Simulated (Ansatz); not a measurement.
# C₇H₁₆O₃: a ladder of functionals and wavefunction methods

The task here is to estimate one member of a computed series from the others.

Computed with Ansatz 0.2.0, Gaussian basis. Level: functionals in def2-TZVPP, the program's frozen cores in correlated methods.

The runs, in order: LDA (SPW92), PBE-D4, revPBE-D4, BLYP-D4, r2SCAN-D4, B97M-V, PBE0-D4, B3LYP-D4, r2SCANh-D4, r2SCAN0-D4, HSE06-D4, BHLYP-D4, CAM-B3LYP-D4, LC-ωPBE, ωB97X-V, ωB97M-V, B2PLYP, PBE-QIDH; CCSD(T)/def2-SVP; CCSD(T)/def2-TZVPP; MP2/def2-QZVPP; extrapolation to the limit; RPA on PBE.

**The geometry**

An earlier PBE0-D4 in a triple-zeta def2 set relaxation fixed the geometry.

SMILES `CCOC(OCC)OCC`, 26 atoms, charge 0, spin multiplicity 1.

Atoms are counted from 1 here; the program's logs count them from 0.

Bond lengths: C1–C2 1.507 Å, C1–H11 1.092 Å, C1–H12 1.092 Å, C1–H13 1.092 Å, C2–O3 1.424 Å, C2–H14 1.094 Å, C2–H15 1.095 Å, O3–C4 1.376 Å, C4–O5 1.396 Å, C4–O8 1.380 Å, C4–H16 1.101 Å, O5–C6 1.413 Å, C6–C7 1.507 Å, C6–H17 1.096 Å, C6–H18 1.100 Å, C7–H19 1.092 Å, C7–H20 1.092 Å, C7–H21 1.092 Å and more. Angles: C2–C1–H11 110.7°, C2–C1–H12 111.0°, C2–C1–H13 110.1°, H11–C1–H12 108.2°, H11–C1–H13 108.3°, H12–C1–H13 108.4°, C1–C2–O3 107.6°, C1–C2–H14 111.1°, C1–C2–H15 111.1°, O3–C2–H14 109.5°, O3–C2–H15 109.7°, H14–C2–H15 107.8°, C2–O3–C4 115.5°, O3–C4–O5 113.1°, O3–C4–O8 109.1°, O3–C4–H16 105.0°, O5–C4–O8 108.0°, O5–C4–H16 109.4° and more.

The first run:

File in.yaml:

```yaml
crystal:
  periodic: [false, false, false]
  atoms:
    - {symbol: C, position_ang: [0.428883, -0.678003, 3.500415]}
    - {symbol: C, position_ang: [-0.145298, -0.012008, 2.277110]}
    - {symbol: O, position_ang: [-0.136903, -0.968527, 1.222058]}
    - {symbol: C, position_ang: [-0.417210, -0.472461, -0.030177]}
    - {symbol: O, position_ang: [0.530698, 0.448951, -0.480328]}
    - {symbol: C, position_ang: [1.790019, -0.126676, -0.764109]}
    - {symbol: C, position_ang: [2.680977, 0.940130, -1.345379]}
    - {symbol: O, position_ang: [-1.643711, 0.158646, -0.001718]}
    - {symbol: C, position_ang: [-2.096034, 0.708478, -1.228312]}
    - {symbol: C, position_ang: [-2.391736, -0.332861, -2.287154]}
    - {symbol: H, position_ang: [-0.160336, -1.555454, 3.774308]}
    - {symbol: H, position_ang: [1.457733, -0.998927, 3.324089]}
    - {symbol: H, position_ang: [0.424073, 0.016188, 4.343740]}
    - {symbol: H, position_ang: [-1.170370, 0.324293, 2.456835]}
    - {symbol: H, position_ang: [0.448269, 0.861370, 1.987724]}
    - {symbol: H, position_ang: [-0.415081, -1.352089, -0.692868]}
    - {symbol: H, position_ang: [2.225562, -0.544969, 0.150992]}
    - {symbol: H, position_ang: [1.664021, -0.957565, -1.473970]}
    - {symbol: H, position_ang: [2.252946, 1.344498, -2.264774]}
    - {symbol: H, position_ang: [2.809013, 1.761362, -0.637520]}
    - {symbol: H, position_ang: [3.665574, 0.526991, -1.574739]}
    - {symbol: H, position_ang: [-1.370234, 1.439686, -1.595769]}
    - {symbol: H, position_ang: [-3.009682, 1.244479, -0.964602]}
    - {symbol: H, position_ang: [-1.485166, -0.827674, -2.642162]}
    - {symbol: H, position_ang: [-3.074785, -1.093966, -1.903918]}
    - {symbol: H, position_ang: [-2.861226, 0.146118, -3.149790]}
basis:
  gaussian: {orbitals: def2-TZVPP}
hamiltonian: {xc: lda}
output: {orbitals: {seedname: orbitals}}
```

The run is started by

```console
ansatz run in.yaml --threads 4 --pin off --events-out ev --progress --plain --max-ram 66560MiB --backend cuda --devices 0, --max-vram 37GiB
```

Among the steps run: LDA; PBE-D4 (GGA); revPBE-D4 (GGA); BLYP-D4 (GGA); r2SCAN-D4 (meta-GGA); B97M-V (meta-GGA); B3LYP-D4 (hybrid); r2SCANh-D4 (hybrid); r2SCAN0-D4 (hybrid); HSE06-D4 (hybrid); BHLYP-D4 (hybrid); CAM-B3LYP-D4 (range-separated); LC-ωPBE (range-separated); ωB97X-V (range-separated); ωB97M-V (range-separated); B2PLYP (double hybrid); PBE-QIDH (double hybrid).

One table of the session follows, with a row left open; its other results are not shown here.

It belongs to the step «Frontier levels by functional». 

| functional | HOMO (eV) | LUMO (eV) | gap (eV) |
| --- | --- | --- | --- |
| LDA (SPW92) | -6.25 | 0.05 | 6.30 |
| PBE-D4 | -6.09 | 0.25 | 6.34 |
| revPBE-D4 | -6.02 | 0.36 | 6.38 |
| BLYP-D4 | -6.01 | 0.26 | 6.27 |
| r2SCAN-D4 | -6.42 | 0.97 | 7.39 |
| B97M-V | -6.61 | 0.38 | 6.99 |
| PBE0-D4 | -7.70 | 1.04 | 8.73 |
| B3LYP-D4 | -7.46 | 0.71 | 8.17 |
| r2SCANh-D4 | -7.02 | 1.20 | 8.22 |
| r2SCAN0-D4 | -7.93 | 1.51 | 9.45 |
| HSE06-D4 | ? | ? | ? |
| BHLYP-D4 | -9.27 | 1.62 | 10.88 |
| CAM-B3LYP-D4 | -9.17 | 1.78 | 10.94 |
| LC-ωPBE | -10.47 | 3.07 | 13.54 |
| ωB97X-V | -10.18 | 2.84 | 13.02 |
| ωB97M-V | -10.13 | 2.41 | 12.54 |

Estimate the missing values for HSE06-D4.

The run gave: HOMO (eV): -7.29; LUMO (eV): 0.67; gap (eV): 7.96. In the column «HOMO (eV)» it lies between B3LYP-D4 (-7.46) and r2SCANh-D4 (-7.02).
